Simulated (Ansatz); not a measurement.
**GeH6SSn: rigid scan of one bond length**

How does the energy of GeH6SSn change as one bond is stretched? Wanted for GeH6SSn: a rigid scan of one bond length. SMILES: [GeH3][S][SnH3].

Program: Ansatz 0.2.0 through its Python package. Level of theory: MP2/def2-SVP. These are calculated values, not measurements.

## 1. Starting point

Bond lengths: Ge1–S2 2.158 Å, S2–Sn3 2.409 Å, Ge1–H4 1.495 Å, Ge1–H5 1.602 Å, Ge1–H6 1.577 Å, Sn3–H7 1.806 Å, Sn3–H8 1.691 Å, Sn3–H9 1.789 Å. Angles: Ge1–S2–Sn3 90.6°, S2–Ge1–H4 110.5°, S2–Ge1–H5 110.3°, S2–Ge1–H6 111.6°, H4–Ge1–H5 107.5°, H4–Ge1–H6 110.5°, H5–Ge1–H6 106.2°, S2–Sn3–H7 108.3°, S2–Sn3–H8 109.9°, S2–Sn3–H9 109.8°, H7–Sn3–H8 109.4°, H7–Sn3–H9 107.6°, H8–Sn3–H9 111.9°.

geh6ssn.xyz, read by the script:

```xyz
9

Ge   -0.72200    1.07190   -0.98060
S     1.35210    0.48550   -0.86890
Sn    0.84250   -1.07890    0.89010
H    -1.57750   -0.09810   -1.34860
H    -0.92360    2.19150   -2.10920
H    -1.21810    1.71450    0.37160
H     2.37730   -1.88920    1.38850
H    -0.24860   -2.24140    0.32640
H     0.20630   -0.20210    2.31360
```

## 2. The code

Input file scan_geh6ssn.py:

```python
# -*- coding: utf-8 -*-
"""Stretching a bond of GeH6SSn, the rest held rigid."""

import ansatz as az
import numpy as np


def main():
    mol = az.Crystal.molecule_from_extxyz("geh6ssn.xyz")

    symbols = [site.symbol for site in mol.cartesian_sites]
    start = np.array([site.position_ang for site in mol.cartesian_sites])
    axis = (start[5] - start[0]) / np.linalg.norm(start[5] - start[0])
    moving = [5]
    lengths, energies = [1.388, 1.451, 1.514, 1.577, 1.64, 1.703, 1.766, 1.861], []
    for length in lengths:
        xyz = start.copy()
        xyz[moving] += (length - np.linalg.norm(start[5] - start[0])) * axis
        point = az.Crystal.molecule()
        for symbol, place in zip(symbols, xyz):
            point = point.atom(symbol, place.tolist())
        base = (
            point.calculation()
            .basis(gaussian="def2-SVP")
            .correlation("MP2")
        )
        report = base.run().report
        energies.append(report["free_energy_ev"])
        print(f"r = {length:6.3f} A  E = {energies[-1]:.5f} eV  <S^2> = {abs(report['mean_field']['state']['spin_squared']):.3f}")

    # quartic fit about the minimum
    fit = np.polynomial.Polynomial.fit(lengths, np.array(energies) - min(energies), 4).convert()
    roots = [r.real for r in fit.deriv().roots() if abs(r.imag) < 1e-9 and fit.deriv(2)(r.real) > 0]
    r_e = min(roots, key=lambda r: abs(r - lengths[int(np.argmin(energies))]))
    print(f"minimum of the fit at {r_e:.4f} A, force constant {fit.deriv(2)(r_e):.2f} eV/A^2")


if __name__ == "__main__":
    main()
```

## 3. The calls as engine input

The engine receives this input (first run):

```yaml
crystal:
  periodic: [false, false, false]
  atoms:
    - { symbol: Ge, position_ang: [-0.722, 1.0719, -0.9806] }
    - { symbol: S, position_ang: [1.3521, 0.4855, -0.8689] }
    - { symbol: Sn, position_ang: [0.8425, -1.0789, 0.8901] }
    - { symbol: H, position_ang: [-1.5775, -0.0981, -1.3486] }
    - { symbol: H, position_ang: [-0.9236, 2.1915, -2.1092] }
    - { symbol: H, position_ang: [-1.1585938376386593, 1.6374214675803314, 0.20940642462204212] }
    - { symbol: H, position_ang: [2.3773, -1.8892, 1.3885] }
    - { symbol: H, position_ang: [-0.2486, -2.2414, 0.3264] }
    - { symbol: H, position_ang: [0.2063, -0.2021, 2.3136] }
basis:
  gaussian:
    orbitals: def2-SVP
correlation:
  method: mp2
```

## 4. Launch

The run is started by

```console
python scan_geh6ssn.py
```

**Question.** What results will this script give? Wanted: range of energy; lowest point, distance.

**Answer**, as computed:

| quantity | value |
| --- | --- |
| bond length at the fit's minimum | 1.5295 Å |
| runs compared | 8 |
| range of energy | 0.631 eV |
| lowest point, distance (Å) | 1.51 |

The curve has its lowest point inside the range, at 1.51. The ends stand 0.221 and 0.631 eV above it. The distance scanned is the script's pair 0, 5. These settings explore the input space; basis and method may be short of convergence. The rest of the molecule is held rigid at a force-field or estimated start geometry, and the basis set is modest; single-reference methods fail as a bond breaks. def2 sets replace the cores of elements past krypton by effective core potentials.
